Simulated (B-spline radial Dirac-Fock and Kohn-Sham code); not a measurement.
# An X-ray data sheet for Sm¹⁴⁺, step by step

Aim: for samarium as Sm¹⁴⁺, compute its X-ray form factor and Compton profile and the binding energy of each subshell.

The numbers are computed with B-spline radial Dirac-Fock and Kohn-Sham code (version 2): a free atom or ion on a radial basis; each step names its model.

## 1. The atom as given

Samarium as Sm¹⁴⁺ in the configuration [Kr] 4d10 4f1 5s1.

```yaml
nuclear_charge: 62
electrons: 48
mass_number: 152
nuclear_rms_radius: 5.0819 fm
```

Outer shells as boxes (Hund's rule, for the drawing alone; heavy ions are jj-coupled, and the calculation averages over the configuration):

```
[Kr] core
4d [↑↓][↑↓][↑↓][↑↓][↑↓]
4f [↑ ][  ][  ][  ][  ][  ][  ]
5s [↑ ]
```

## 2. Form factor and Compton profile

Model: Dirac-Fock average of configuration, finite nucleus; form factor of the spherical density, Waller-Hartree incoherent function, impulse-approximation Compton profiles.

The run's settings:

```ini
task = scatter
Z = 62
charge = 14
configuration = 1s2 2s2 2p6 3s2 3p6 3d10 4s2 4p6 4d10 4f1 5s1
mass_number = 152
rms_radius = 5.0819  # fm
s = [0.0, 0.05, 0.1, 0.15, 0.2, 0.25, 0.3, 0.35, 0.4, 0.45, 0.5, 0.6, 0.7, 0.8, 0.9, 1.0, 1.1, 1.2, 1.4, 1.6, 1.8, 2.0, 2.5, 3.0, 3.5, 4.0, 5.0, 6.0]  # 1/A
pz = [0, 0.1, 0.15, 0.21, 0.31, 0.46, 0.67, 0.98, 1.4, 2.1, 3.1, 4.5, 6.6, 9.7, 14.0, 21.0, 30.0, 44.0, 65.0, 95.0, 140.0]  # a.u.
photon_energy = [2000, 8047.8, 10000, 30000, 100000, 200000, 500000, 1000000]  # eV
```

Main fields of the result record, rounded:

```text
status: converged
form_factor [e]: [48.0, 47.798, 47.201, 46.24, 44.96, 43.419, 41.681, 39.809, 37.864, 35.9, 33.962, 30.298, 27.059, 24.317, 22.065, 20.248, 18.784, 17.586, 15.681, 14.075, 12.564, 11.123, 8.1286, 6.2762, 5.273, 4.6642, 3.717, 2.867]
incoherent: [9.9589e-12, 0.19804, 0.76714, 1.6404, 2.7297, 3.9484, 5.2283, 6.5252, 7.8148, 9.0852, 10.33, 12.72, 14.958, 17.046, 19.009, 20.858, 22.587, 24.182, 26.929, 29.135, 30.936, 32.461, 35.51, 37.827, 39.635, 41.074, 43.168, 44.526]
compton_total [1/a.u.]: [4.0278, 4.0235, 4.018, 4.0088, 3.987, 3.9412, 3.8568, 3.7099, 3.5084, 3.1795, 2.579, 1.7232, 1.0418, 0.63135, 0.33476, 0.13696, 0.054643, 0.018449, 0.0054904, 0.0014232, 0.00030206]
shells: ["1s1/2", "2s1/2", "2p1/2", "2p3/2", "3s1/2", "3p1/2", "3p3/2", "3d3/2", "3d5/2", "4s1/2", "4p1/2", "4p3/2", "4d3/2", "4d5/2", "4f5/2", "4f7/2", "5s1/2"]
occupation: [2.0, 2.0, 2.0, 4.0, 2.0, 2.0, 4.0, 4.0, 6.0, 2.0, 2.0, 4.0, 4.0, 6.0, 0.42857, 0.57143, 1.0]
mean_momentum [a.u.]: [60.066, 21.387, 28.449, 26.248, 10.695, 12.778, 12.132, 14.542, 14.303, 5.5269, 6.1784, 5.9374, 6.4888, 6.4001, 6.524, 6.4897, 3.0331]
r2 [bohr^2]: 11.029
r_inverse [1/bohr]: 401.6
r1 [bohr]: 17.938
coherent [b]: [1468.2, 916.81, 766.59, 222.55, 33.309, 9.6781, 1.7155, 0.44242]
incoherent_cross_section [b]: [0.6355, 5.4099, 6.8836, 15.782, 19.938, 18.102, 13.569, 10.05]
radial_jk:
  4f: {"j0": [1.0, 0.99011, 0.96105, 0.91457, 0.85339, 0.7809, 0.7008, 0.61682, 0.5324, 0.45049, 0.37342, 0.2398, 0.13763, 0.065743, 0.019043, -0.0087126, -0.0233, -0.029343, -0.028233, -0.021057, -0.013874, -0.0084016, -0.0016606, 2.6548e-05, 0.00026492, 0.00021083, 7.7973e-05, 2.4128e-05], "j2": [0.0, 0.0039473, 0.015442, 0.033491, 0.056577, 0.082855, 0.11035, 0.13719, 0.16175, 0.18274, 0.19935, 0.21809, 0.21864, 0.20519, 0.18305, 0.15694, 0.13041, 0.10565, 0.065287, 0.037747, 0.020472, 0.010262, 0.00060175, -0.00087089, -0.00072204, -0.00043665, -0.00012901, -3.4836e-05], "j4": [0.0, 6.5186e-06, 0.00010203, 0.00049807, 0.0014966, 0.0034269, 0.006578, 0.011142, 0.017175, 0.02459, 0.033163, 0.052417, 0.071829, 0.088535, 0.10069, 0.10762, 0.10963, 0.10755, 0.095277, 0.078237, 0.061165, 0.046282, 0.021238, 0.0092338, 0.0039695, 0.0017194, 0.00032949, 5.9408e-05], "j6": [0.0, 7.372e-09, 4.6104e-07, 5.0545e-06, 2.6932e-05, 9.6036e-05, 0.00026438, 0.00060659, 0.0012146, 0.0021871, 0.0036163, 0.0080996, 0.014827, 0.02337, 0.032862, 0.042291, 0.050766, 0.05767, 0.065794, 0.066882, 0.062985, 0.056319, 0.037215, 0.022263, 0.0128, 0.007292, 0.0024326, 0.00086672], "r2": 0.53958, "r4": 0.50776, "r6": 0.74305}
```

The scattering functions against s = sin θ / λ:

```csv
s (1/Å),f (e),f / N,S(s)
0,48.00,1.000,0
0.100,47.20,0.983,0.7671
0.200,44.96,0.937,2.730
0.300,41.68,0.868,5.228
0.400,37.86,0.789,7.815
0.500,33.96,0.708,10.33
0.700,27.06,0.564,14.96
0.900,22.07,0.460,19.01
1.10,18.78,0.391,22.59
1.40,15.68,0.327,26.93
1.80,12.56,0.262,30.94
2.50,8.129,0.169,35.51
3.50,5.273,0.110,39.64
5.00,3.717,0.077,43.17
```

## 3. Core and valence levels

Model: Dirac-Fock average of configuration, Delta-SCF, finite nucleus, first-order Breit with its frequency dependence, self-energy and vacuum polarisation.

The run's settings:

```ini
task = binding
```

Main fields of the result record, rounded:

```text
status: converged
shells: ["K", "L1", "L2", "L3", "M1", "M2", "M3", "M4", "M5", "N1", "N2", "N3", "N4", "N5", "N6,7", "O1"]
total_energy_parts [Ha]: [-10371.666, 10.3811741, -1.08787464, -0.133480816, 7.22986928, -1.09826603]
koopmans [eV]: [47398.7, 8103.59, 7676.88, 7072.46, 2053.88, 1869.77, 1744.67, 1430.05, 1403.29, 651.22, 577.222, 547.875, 423.696, 418.167, 281.996, 273.319]
dirac_coulomb [eV]: [47332.7, 8070.71, 7640.11, 7037.67, 2041.57, 1856.93, 1732.63, 1416.06, 1389.62, "-", 574.734, 545.626, 421.56, 416.12, 280.316, 273.125]
gaunt [eV]: [-140.21, -14.1796, -24.8121, -17.6091, -2.32561, -4.25544, -2.83738, -1.59441, -0.988584, "-", -0.915723, -0.583986, -0.244002, -0.116184, 0.115762, -0.152985]
retardation [eV]: [10.4238, 1.08408, 2.7672, 2.76021, 0.157309, 0.460041, 0.462474, 0.132285, 0.129612, "-", 0.109082, 0.108964, 0.0275113, 0.027423, -0.0114349, 0.0154902]
breit_frequency [eV]: [1.63158, -0.147397, -0.00302938, 0.706667, -0.0380891, -0.0313654, 0.132057, -0.0183558, -0.00436692, "-", -0.00882224, 0.0305777, -0.00449832, -0.00139993, -0.00224858, -0.00260277]
self_energy [eV]: [-78.5917, -10.4126, 0.392083, -0.515006, -2.26757, 0.0677275, -0.105131, 0.198982, 0.122205, "-", 0.0252825, -0.0157255, 0.0489604, 0.0329064, 0.0301315, -0.149383]
vacuum_polarisation [eV]: [12.4663, 1.53564, 0.00449746, -0.0699303, 0.323612, -0.00164176, -0.0194776, -0.0198417, -0.0192304, "-", -0.00138202, -0.00565946, -0.0051821, -0.00502912, -0.00339124, 0.0213625]
binding [eV]: [47138.4, 8048.59, 7618.45, 7022.94, 2037.42, 1853.17, 1730.26, 1414.76, 1388.86, "-", 573.942, 545.161, 421.383, 416.057, 280.445, 272.857]
mean_radius [bohr]: [0.0227384, 0.0964097, 0.080834, 0.0874189, 0.253445, 0.243519, 0.255922, 0.227863, 0.231744, 0.568176, 0.579303, 0.603123, 0.627914, 0.636103, 0.680841, 1.15332]
```

total_energy_parts: Dirac-Coulomb, Gaunt, retardation, frequency dependence, self-energy, vacuum polarisation. Blank entries are hole states that did not converge, or in which two open shells of one symmetry are about equally filled, where the average of configuration falls too low.

Each level as Koopmans' value plus corrections (eV):

```csv
level,-ε,relaxation,Breit,QED,binding
K,47398.7,-65.98,-128.15,-66.13,47138.4
L1,8103.6,-32.88,-13.24,-8.88,8048.6
L2,7676.9,-36.78,-22.05,0.40,7618.5
L3,7072.5,-34.79,-14.14,-0.58,7022.9
M1,2053.9,-12.31,-2.21,-1.94,2037.4
M2,1869.8,-12.83,-3.83,0.07,1853.2
M3,1744.7,-12.04,-2.24,-0.12,1730.3
M4,1430.0,-13.99,-1.48,0.18,1414.8
M5,1403.3,-13.67,-0.86,0.10,1388.9
N2,577.2,-2.49,-0.82,0.02,573.9
N3,547.9,-2.25,-0.44,-0.02,545.2
N4,423.7,-2.14,-0.22,0.04,421.4
N5,418.2,-2.05,-0.09,0.03,416.1
"N6,7",282.0,-1.68,0.10,0.03,280.4
O1,273.3,-0.19,-0.14,-0.13,272.9
```

X-ray lines as differences of these levels:

```csv
line,energy (eV)
Kβ2' (K-N3),46593.3
Kβ2'' (K-N2),46564.5
Kβ1 (K-M3),45408.2
Kβ3 (K-M2),45285.2
Kα1 (K-L3),40115.5
Kα2 (K-L2),39520.0
Lγ3 (L1-N3),7503.4
Lγ2 (L1-N2),7474.6
Lγ1 (L2-N4),7197.1
Lβ7 (L3-O1),6750.1
Lβ2 (L3-N5),6606.9
Lβ15 (L3-N4),6601.6
Lβ3 (L1-M3),6318.3
Lβ1 (L2-M4),6203.7
```

## 4. Results

| quantity | value |
| --- | --- |
| rms radius of the electron cloud | 0.479 bohr |
| form factor halves at | 0.81 1/Å |
| Compton profile at zero | 4.028 1/a.u. |
| deepest level listed, K (1s) | 47138.4 eV |
| least bound, O1 (5s) | 272.9 eV |
| Kα1 | 40115.5 eV |
| ionisation energy, NIST (theoretical) | 276.000 eV |

**Reading.** f falls from 48 to half of that at s = 0.81 1/Å. Incoherent scattering outweighs coherent from 200 keV on, among the energies asked. For K (1s), relaxation takes off 66.0 eV, Breit terms shift it by -128.15 and QED by -66.13 eV. NIST's ionisation energy differs by +3.14 eV from the least binding energy, within its stated uncertainty. The Hartree-Fock and Dirac-Fock values hold no electron correlation.
